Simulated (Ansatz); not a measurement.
# ZrAl2: the cost of one run

Method: DFT PBE, scalar-relativistic, plane waves, PAW, in Ansatz 0.2.0.

## (1) Starting point

The cell holds 24 atoms (Al16Zr8): a = 7.705 Å, b = 7.771 Å, c = 7.708 Å, α = 87.33°, β = 91.93°, γ = 87.52°.

It is the last frame of an earlier stage of the same melt, run at 1390 K.

Its coordinates follow in the input file.

## (2) Langevin stage at 770 K

One k point, a Fermi-Dirac width of 0.066 eV and a fixed cell.

input.yaml

```yaml
crystal:
  lattice:
    - [7.701639, 0.168972, -0.131852]
    - [0.168972, 7.766644, 0.181476]
    - [-0.131852, 0.181476, 7.70432]
  atoms:
    - { symbol: Al, position: [0.4631100475, 0.2688479649, 0.0921628741] }
    - { symbol: Al, position: [0.1004764783, 0.1689390055, 0.341152668] }
    - { symbol: Al, position: [0.763921159, 0.172748531, 0.2917019184] }
    - { symbol: Al, position: [0.4491599501, 0.8450527397, 0.6177015686] }
    - { symbol: Al, position: [0.7230825171, 0.3284117818, 0.8848553458] }
    - { symbol: Al, position: [0.927854026, 0.0290274465, 0.0589999368] }
    - { symbol: Al, position: [0.6958158142, 0.8655248577, 0.2834540343] }
    - { symbol: Al, position: [0.8351407255, 0.5035357391, 0.3503522441] }
    - { symbol: Al, position: [0.2115850326, 0.5385132464, 0.2208241466] }
    - { symbol: Al, position: [0.7486259576, 0.050060202, 0.6212530767] }
    - { symbol: Al, position: [0.999194792, 0.2445024202, 0.6359157973] }
    - { symbol: Al, position: [0.1258799061, 0.5409346304, 0.6010404435] }
    - { symbol: Al, position: [0.1228072425, 0.2884269949, 0.9580413226] }
    - { symbol: Al, position: [0.4516064809, 0.1110165407, 0.4037049641] }
    - { symbol: Al, position: [0.007466768, 0.8209821483, 0.4185616806] }
    - { symbol: Al, position: [0.6104700701, 0.593102452, 0.1013886566] }
    - { symbol: Zr, position: [0.1090335059, 0.883437518, 0.750679857] }
    - { symbol: Zr, position: [0.7876446922, 0.693816253, 0.680590636] }
    - { symbol: Zr, position: [0.4920923486, 0.4976753664, 0.4578281946] }
    - { symbol: Zr, position: [0.3877175365, 0.2115180816, 0.7219373849] }
    - { symbol: Zr, position: [0.2632667939, 0.9179298077, 0.1203015433] }
    - { symbol: Zr, position: [0.3520792788, 0.5848474944, 0.8467025369] }
    - { symbol: Zr, position: [0.6014934734, 0.9652207432, 0.9539384565] }
    - { symbol: Zr, position: [0.9690264768, 0.6550981292, 0.0181425072] }
  symmetry: { detect: false }
basis:
  ecutwfc: 420
  xc_grid: 1
kpoints:
  mp_grid: { grid: [1, 1, 1], shift: [0.25, 0.25, 0.25] }
hamiltonian:
  xc: pbe
scf:
  occupations: { method: fermi_dirac, width: 0.0664 }
  lower_state_search: "off"
  convergence: { dr2_threshold: 1.0e-05 }
output:
  forces: true
  stress: true
md:
  timestep: 3.0
  n_steps: 140
  ensemble: nvt_langevin
  friction: 0.03
  temperature: 770.0
  initial_velocities: maxwell_boltzmann
  seed: 94870
```

The run is started by

```bash
ansatz run input.yaml --threads 2 --pin off --max-ram 5120MiB --backend cpu --events-out ev --progress --plain --runs-dir out
```

**Question.** How long does this run take on 2 threads of Arm Neoverse V2, shared host, and how much memory does it need?

About 4.1 min, with a peak of 0.59 GiB.
